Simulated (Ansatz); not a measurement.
This script for the Python package of Ansatz (0.2.0) starts 5 runs on CH₃AlF₂, SMILES [CH3][Al]([F])[F]. What input does the engine get in each?

Script `methods_ch3alf2.py`:
```python
"""One geometry of CH3AlF2, method by method."""

from pathlib import Path
import logging
import sys

import ansatz as az
import numpy as np

logging.basicConfig(stream=sys.stdout, format="%(levelname)s:%(name)s:%(message)s")
log = logging.getLogger("calc")
log.setLevel(logging.INFO)

mol = (
    az.Crystal.molecule()
    .atom("C", (-0.2278, 0.8309, -0.2296))
    .atom("Al", (0.2817, -0.9716, 0.2554))
    .atom("F", (1.6097, -1.2129, 1.4003))
    .atom("F", (-0.4899, -2.3793, -0.4554))
    .atom("H", (-1.1183, 0.8168, -0.9771))
    .atom("H", (-0.5978, 1.4381, 0.6676))
    .atom("H", (0.6036, 1.4099, -0.7067))
)

model = mol.calculation().basis(gaussian="def2-SVP")

log.info("functional    E (Ha)        dipole (D)   HOMO (eV)  LUMO (eV)")
for name in ["pbe0", "r2scan", "pbe", "lc_wpbe", "r2scan0"]:
    rep = model.functional(name).forces().orbitals().run(threads=1, runs_dir="runs").report
    lines = Path(rep["orbitals_path"]).read_text().splitlines()
    field_of = lambda key: [line.split("=")[1].strip() for line in lines if line.startswith(key)]
    orbitals = [(27.211386 * float(e), s, float(n)) for e, s, n in zip(field_of("Ene="), field_of("Spin="), field_of("Occup="))]
    homo = max(e for e, _, n in orbitals if n > 0.5)
    lumo = min(e for e, _, n in orbitals if n < 0.5)
    dipole = 4.803205 * np.linalg.norm(rep["charge_distribution"]["dipole_moment_e_ang"])
    log.info(f"{name:10s} {rep['free_energy_ev'] / 27.211386246:14.6f} {dipole:9.3f} {homo:11.3f} {lumo:10.3f}")
```

Run 1:
```yaml
crystal:
  periodic: [false, false, false]
  atoms:
    - { symbol: C, position_ang: [-0.2278, 0.8309, -0.2296] }
    - { symbol: Al, position_ang: [0.2817, -0.9716, 0.2554] }
    - { symbol: F, position_ang: [1.6097, -1.2129, 1.4003] }
    - { symbol: F, position_ang: [-0.4899, -2.3793, -0.4554] }
    - { symbol: H, position_ang: [-1.1183, 0.8168, -0.9771] }
    - { symbol: H, position_ang: [-0.5978, 1.4381, 0.6676] }
    - { symbol: H, position_ang: [0.6036, 1.4099, -0.7067] }
basis:
  gaussian:
    orbitals: def2-SVP
hamiltonian:
  xc: pbe0
output:
  orbitals: {}
  forces: true
```

Run 2, against run 1:
```diff
-  xc: pbe0
+  xc: r2scan
```

Run 3, against run 1:
```diff
-  xc: pbe0
+  xc: pbe
```

Run 4, against run 1:
```diff
-  xc: pbe0
+  xc: lc_wpbe
```

Run 5, against run 1:
```diff
-  xc: pbe0
+  xc: r2scan0
```

Running `python methods_ch3alf2.py` prints:
```text
INFO:calc:functional    E (Ha)        dipole (D)   HOMO (eV)  LUMO (eV)
INFO:calc:pbe0          -481.550714     2.565      -9.453     -0.792
INFO:calc:r2scan        -481.771425     2.475      -8.300     -1.161
INFO:calc:pbe           -481.521715     2.437      -7.927     -1.624
INFO:calc:lc_wpbe       -481.691270     2.447     -12.214      1.435
INFO:calc:r2scan0       -481.735523     2.580      -9.682     -0.502
```

Notes:
- Total energies depend on the basis set; only differences at equal settings carry meaning.
- The geometry is a force-field or estimated start, not a minimum of this method, and the basis set is short of its limit. A lower total doesn't mark the better method: functionals have no common bound, and MP2 and coupled cluster aren't variational.
- Levels such as HOMO and LUMO are orbital energies: with these approximate functionals they aren't the ionisation energy and electron affinity, and their gap isn't the fundamental gap.
- Wall time of the script: 16 s on 1 thread of Arm Neoverse V1, with other jobs on the host, peak memory 0.22 GiB.
